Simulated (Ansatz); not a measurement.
# Al3Ru2: the cost of one run

Program: Ansatz 0.2.0. Level of theory: DFT LDA, scalar-relativistic, plane waves, PAW. These are calculated values, not measurements.

2 further runs of the same task are left out: 2 set aside as unsound or not needed.

### Step 1. The system as given

It takes space group I4/mmm (No. 139, tetragonal). The conventional cell has a = 3.050 Å, b = 3.050 Å, c = 14.157 Å, α = 90.00°, β = 90.00°, γ = 90.00°. Al (site symmetry 4/mmm) is surrounded by 8 Ru at 2.62 Å and 2 Al at 2.74 Å. Around Al (site symmetry 4mm) lie 5 Ru at 2.49 to 2.84 Å and 5 Al at 2.68 to 2.74 Å. Around Ru (site symmetry 4mm) lie 9 Al at 2.49 to 2.84 Å.

As a file:

```
Al Ru
1.0
    -1.52475    1.52475    7.07857
     1.52475   -1.52475    7.07857
     1.52475    1.52475   -7.07857
Al Ru
3 2
Direct
  0.00000 0.00000 0.00000
  0.80621 0.80621 0.00000
  0.19379 0.19379 0.00000
  0.60555 0.60555 0.00000
  0.39445 0.39445 0.00000
```

It goes back to an entry of the Materials Project, which need not be the stable form.

This cell was relaxed beforehand with the same method: volume 13.17 Å³/atom, gap on the mesh none (metal).

### Step 2. Relaxing at 3 GPa

What is minimised here is the enthalpy; the energy can go up as the cell is squeezed.

File input.yaml:

```yaml
crystal:
  lattice:
    - [-1.5247516902, 1.5247516902, 7.0785687798]
    - [1.5247516902, -1.5247516902, 7.0785687798]
    - [1.5247516902, 1.5247516902, -7.0785687798]
  atoms:
    - { symbol: Al, position: [0.0, 0.0, 0.0] }
    - { symbol: Al, position: [0.806207367, 0.806207367, 0.0] }
    - { symbol: Al, position: [0.193792633, 0.193792633, 0.0] }
    - { symbol: Ru, position: [0.6055451019, 0.6055451019, 0.0] }
    - { symbol: Ru, position: [0.3944548981, 0.3944548981, 0.0] }
basis:
  ecutwfc: 420
kpoints:
  mp_grid: { grid: [16, 16, 16] }
hamiltonian:
  xc: lda
scf:
  occupations: { method: fermi_dirac, width: 0.15 }
output:
  forces: true
  stress: true
  eigenvalues: true
relax:
  adjacent_minimum: "off"
  f_tol: 0.001
  max_steps: 60
  cell: { stress_tol: 0.02, p_target: 3.0 }
```

Started as:

```bash
> ansatz run input.yaml --threads 2 --pin off --max-ram 6144MiB --backend cpu --events-out ev --progress --plain --runs-dir out
```

**Question.** How long does this run take on 2 threads of Intel Xeon 6975P-C (Granite Rapids), shared host, and how much memory does it need?

About 42 s, with a peak of 0.77 GiB.
